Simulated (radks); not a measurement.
# Taking charge from the 1s level of Ru³⁸⁺ in fractions

Aim: follow energy and eigenvalue as charge leaves the 1s level of Ru³⁸⁺ bit by bit, and test Janak's theorem, Slater's transition state and the straight-line condition.

Method: non-relativistic Kohn-Sham, PBE, spin-polarised, spherical densities, point nucleus; open shells are filled with parallel spins first. Code: radks (a radial shooting solver on a logarithmic mesh, Libxc functionals) version 1.

## Step 1: The system

| Item | Value |
| --- | --- |
| element | ruthenium (Z = 44) |
| charge | +38 |
| electrons | 6 |
| configuration | 1s(up 1, down 1) 2s2 2p2 |

In the logs a row gives level, spin channel, occupation and eigenvalue; Etot, Ekin, Encl (electron-nucleus), Eh (Hartree) and Exc are energies, all in hartree; err is the last residual, it the number of iterations.

A shell typed twice in an input gives spin up, then spin down.

## Step 2: Start: 1s(up 1, down 1) 2s2 2p2

Input:

```text
Z 44
configuration 1s1 1s1 2s2 2p2
relativity non-relativistic
functional pbe,pbe
spin polarised
nucleus point
```

Output:

```text
1s      1   1.0000        -893.92663888
2s      1   1.0000        -203.92363342
2p      1   2.0000        -199.21132503
1s      2   1.0000        -893.14996209
2s      2   1.0000        -202.57845228
2p      2   0.0000        -197.56374686
Etot -2763.281809166472
Ekin 2763.0978972742532
Encl -5663.981503976351
Eh 184.64863772216637
Exc -47.04684018654092
err 2.9394782983910495e-10
it 13
```

The top filled level is 2p up, -5420.8 eV.

Radial moments (bohr):

| level | occupation | energy (eV) | <r> | outermost maximum (interpolated) | 90 % within | nodes |
| --- | --- | --- | --- | --- | --- | --- |
| 1s up | 1 | -24325 | 0.03453 | 0.0229 | 0.0614 | 0 |
| 1s down | 1 | -24304 | 0.03450 | 0.0229 | 0.0613 | 0 |
| 2s up | 1 | -5549.0 | 0.1430 | 0.124 | 0.218 | 1 |
| 2s down | 1 | -5512.4 | 0.1435 | 0.124 | 0.219 | 1 |
| 2p up | 2 | -5420.8 | 0.1211 | 0.0962 | 0.194 | 0 |
| 2p down | 0 | -5376.0 | 0.1215 | 0.0965 | 0.195 | 0 |

The radial density on a logarithmic grid:

| r (bohr) | 4πr²ρ (e/bohr) |
| --- | --- |
| 0.00138 | 1.262 |
| 0.00185 | 2.156 |
| 0.00246 | 3.633 |
| 0.00328 | 6.011 |
| 0.00438 | 9.708 |
| 0.00584 | 15.18 |
| 0.00779 | 22.73 |
| 0.0104 | 32.14 |
| 0.0139 | 42.09 |
| 0.0185 | 49.79 |
| 0.0246 | 51.56 |
| 0.0329 | 45.34 |
| 0.0438 | 34.07 |
| 0.0585 | 25.89 |
| 0.0780 | 26.66 |
| 0.104 | 30.99 |
| 0.139 | 27.16 |
| 0.185 | 14.44 |
| 0.247 | 3.971 |
| 0.329 | 0.4639 |
| 0.439 | 0.01753 |

## Step 3: 0.25 electron removed from 1s

Input:

```text
Z 44
configuration 1s1 1s0.75 2s2 2p2
relativity non-relativistic
functional pbe,pbe
spin polarised
nucleus point
```

Output:

```text
1s      1   1.0000        -900.53179171
2s      1   1.0000        -206.07425647
2p      1   2.0000        -201.67145123
1s      2   0.7500        -898.47946927
2s      2   1.0000        -204.63610728
2p      2   0.0000        -199.88003270
Etot -2539.3238010344144
Ekin 2539.149413647293
Encl -5198.581846145966
Eh 163.08891353780075
Exc -42.980282073542014
err 1.348022888066302e-10
it 13
```

E − E(step 2, start: 1s(up 1, down 1) 2s2 2p2) = +6094.2 eV. Highest occupied level: 2p up at -5487.8 eV.

## Step 4: 0.5 electron removed from 1s

Input:

```text
Z 44
configuration 1s1 1s0.5 2s2 2p2
relativity non-relativistic
functional pbe,pbe
spin polarised
nucleus point
```

Output:

```text
1s      1   1.0000        -907.15459081
2s      1   1.0000        -208.23447497
2p      1   2.0000        -204.14522687
1s      2   0.5000        -903.52861011
2s      2   1.0000        -206.69140961
2p      2   0.0000        -202.17898909
Etot -2314.0650226091097
Ekin 2313.900782400152
Encl -4731.816362021924
Eh 143.1019965070468
Exc -39.25143949438467
err 2.1224430887932945e-10
it 13
```

Energy against step 2 (start: 1s(up 1, down 1) 2s2 2p2): +12223.8 eV. 2p up is the highest filled level (-5555.1 eV).

## Step 5: 0.75 electron removed from 1s

Input:

```text
Z 44
configuration 1s1 1s0.25 2s2 2p2
relativity non-relativistic
functional pbe,pbe
spin polarised
nucleus point
```

Output:

```text
1s      1   1.0000        -913.79318035
2s      1   1.0000        -210.40419999
2p      1   2.0000        -206.63232963
1s      2   0.2500        -907.97728138
2s      2   1.0000        -208.74079367
2p      2   0.0000        -204.41667072
Etot -2087.607208321473
Ekin 2087.4545340363575
Encl -4263.791338420291
Eh 124.69740519008505
Exc -35.96780912762445
err 3.5071821337762933e-10
it 13
```

Energy against step 2 (start: 1s(up 1, down 1) 2s2 2p2): +18386.0 eV. The top filled level is 2p up, -5622.8 eV.

## Step 6: 1 electron removed from 1s

Input:

```text
Z 44
configuration 1s1 1s0 2s2 2p2
relativity non-relativistic
functional pbe,pbe
spin polarised
nucleus point
```

Output:

```text
1s      1   1.0000        -920.44518390
2s      1   1.0000        -212.58422128
2p      1   2.0000        -209.13349205
1s      2   0.0000        -910.38023893
2s      2   1.0000        -210.68101540
2p      2   0.0000        -206.53218237
Etot -1860.2360669528596
Ekin 1860.0996990848296
Encl -3794.794884455103
Eh 107.8794902085452
Exc -33.42037179113133
err 6.356369071029953e-10
it 13
```

Energy against step 2 (start: 1s(up 1, down 1) 2s2 2p2): +24573.1 eV. 2p up is the highest filled level (-5690.8 eV).

## Step 7: Results

| removed (e) | E − E(0) (eV) | eigenvalue (eV) | E minus straight line (eV) |
| --- | --- | --- | --- |
| 0 | 0.000 | -24304 | 0.000 |
| 0.25 | 6094.2 | -24449 | -49.074 |
| 0.5 | 12223.8 | -24586 | -62.752 |
| 0.75 | 18386.0 | -24707 | -43.802 |
| 1 | 24573 | -24773 | 0.000 |

**Reading.** Removing the whole electron costs 24573 eV, against 24304 eV from minus the starting eigenvalue. Slater's transition state, half an electron removed, gives 24586 eV. The trapezoid integral of minus the eigenvalue gives 24570 eV over the range, against 24573 eV from the energies (Janak's theorem). The eigenvalue moves by 469 eV per electron. E bends below the straight line by 62.75 eV at 0.5 electron removed.
